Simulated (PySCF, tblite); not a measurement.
# C5H11N3Si: geometry, infrared bands and NMR shifts

Wanted: the infrared bands and NMR shifts of C5H11N3Si (`C[Si](C)(C)c1nnc[nH]1`), by calculation.

Programs: tblite 0.8.0 and PySCF 2.14.0, with density-fitted response routines of our own. Each step states its level of theory. These are calculated values for one molecule in the gas phase, unless marked as measured. Atoms are numbered from 0 throughout.

### 1 The starting structure

20 atoms, charge 0, multiplicity 1; geometry from: force field or distance geometry start.

Bonds of the start (Å): C0–Si1 1.84, Si1–C2 1.86, Si1–C3 1.85, Si1–C4 1.83, C4–N5 1.32, N5–N6 1.38, N6–C7 1.31, C7–N8 1.37, N8–C4 1.38, C0–H9 1.10, C0–H10 1.09, C0–H11 1.11, C2–H12 1.08, C2–H13 1.09, C2–H14 1.10, C3–H15 1.09, C3–H16 1.10, C3–H17 1.11, C7–H18 1.07, N8–H19 1.00.

### 2 Optimising the geometry with GFN2-xTB

Job settings and geometry (Å):

```
{"job": {"kind": "relax", "xc": "GFN2-xTB", "basis": "xTB"}, "charge": 0, "multiplicity": 1}
C     -1.263400     1.156300    -1.439600
Si    -0.740300    -0.036800    -0.143300
C     -0.721500    -1.790500    -0.765000
C     -1.727700     0.124500     1.415000
C      0.988600     0.365200     0.296700
N      1.299500     1.552800     0.768700
N      2.661100     1.586800     0.994100
C      3.153000     0.422200     0.654800
N      2.144000    -0.380900     0.202000
H     -1.230300     2.189100    -1.069800
H     -0.640300     1.088000    -2.329400
H     -2.306400     0.959600    -1.748400
H     -0.103300    -1.884000    -1.646100
H     -0.355500    -2.485200    -0.013600
H     -1.745200    -2.093400    -1.041800
H     -2.781100    -0.126100     1.255800
H     -1.684900     1.139900     1.822800
H     -1.358300    -0.564600     2.200800
H      4.180300     0.113200     0.708900
H      2.226500    -1.325600    -0.125600
```

Started as:

```bash
> OMP_NUM_THREADS=1 python probes_run.py task.json out
```

This one command runs all jobs of the session in turn.

**Question.** This job is followed by: GFN2-xTB harmonic vibrations, gas phase; GIAO PBE0/pcSseg-1 NMR shielding, non-relativistic, gas phase. Predict these results of the whole session: strongest single infrared mode (GFN2-xTB); zero-point energy (GFN2-xTB); ¹³C shifts against TMS (PBE0/pcSseg-1, means over atoms taken as alike); ¹H shifts against TMS (PBE0/pcSseg-1, means over atoms taken as alike); ²⁹Si shifts against TMS (PBE0/pcSseg-1); ¹⁵N shifts against NH3 (PBE0/pcSseg-1).

The runs gave:

| quantity | value |
| --- | --- |
| strongest single infrared mode (GFN2-xTB) | 865 cm⁻¹, 251 km/mol |
| zero-point energy (GFN2-xTB) | 99.5 kcal/mol |
| ¹³C shifts against TMS (PBE0/pcSseg-1, means over atoms taken as alike) | 155.2, 141.6, -0.9 ppm |
| ¹H shifts against TMS (PBE0/pcSseg-1, means over atoms taken as alike) | 8.93, 8.02, 0.37 ppm |
| ²⁹Si shifts against TMS (PBE0/pcSseg-1) | -12.5 ppm |
| ¹⁵N shifts against NH3 (PBE0/pcSseg-1) | 381.5, 370.1, 191.2 ppm |

**Reading.** Relaxing lowered the energy by 0.247 eV in 51 steps; the close pair that moved most is C0–Si1, from 1.838 to 1.902 Å. The lowest mode is slightly imaginary (4i cm⁻¹), a soft motion within the noise of the Hessian, so the minimum is not strictly shown. The strongest single mode, at 865 cm⁻¹, has its largest shares on H15, H11, H14 and Si1 (the list is cut at 4 atoms). GFN2-xTB is a fitted tight-binding method: band positions and strengths are rough. Its intensities can rank the bands wrongly. At PBE0/pcSseg-1: Shielding is most anisotropic at N5 (span 571 ppm, paramagnetic term -443 ppm). NICS(1)zz of -33 ppm above the planar ring from C4 marks a diatropic (aromatic) ring current.
